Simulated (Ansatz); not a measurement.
**Be2Si in Ansatz: the effect of functional**

The system is Be2Si.

```
CELL_PARAMETERS angstrom
0.00000 2.64000 2.64000
2.64000 0.00000 2.64000
2.64000 2.64000 0.00000
ATOMIC_POSITIONS crystal
Si 0.00000 0.00000 0.00000
Be 0.25000 0.25000 0.25000
Be 0.75000 0.75000 0.75000
```

The cell comes from a database or a generator and needn't be the stable form of this composition.

Alike in all runs:

- Program: Ansatz 0.2.0
- Task: projected density of states
- Potentials or basis: Ansatz PAW
- k mesh: 5 × 5 × 5
- Occupations: fermi-dirac, width 0.05 eV
- Spin: no spin polarisation

```tsv
functional	cutoff	pressure (GPa)
LDA	420 eV (not typed: the program's choice for these potentials)	?
PBE	420 eV (not typed: the program's choice for these potentials)	0.1
PBEsol	420 eV (not typed: the program's choice for these potentials)	-1.2
RPBE	420 eV (not typed: the program's choice for these potentials)	2.2
revPBE	420 eV (not typed: the program's choice for these potentials)	1.8
BLYP	420 eV (not typed: the program's choice for these potentials)	2.5
r2SCAN	500 eV (not typed: the program's choice for these potentials)	0.1
HSE06	420 eV (not typed: the program's choice for these potentials)	-0.3
PBE0	420 eV (not typed: the program's choice for these potentials)	-0.5
r2SCAN0	500 eV (not typed: the program's choice for these potentials)	-0.3
```

Problem. What does the run with functional LDA give?

Solution. Pressure -3.9 GPa.

Caveats: all runs use coarse meshes; the PAW data sets come from PBE, with cores solved anew for the run's functional, which leaves a small shift of forces and pressure (some runs); the thresholds are loose for stress (some runs).
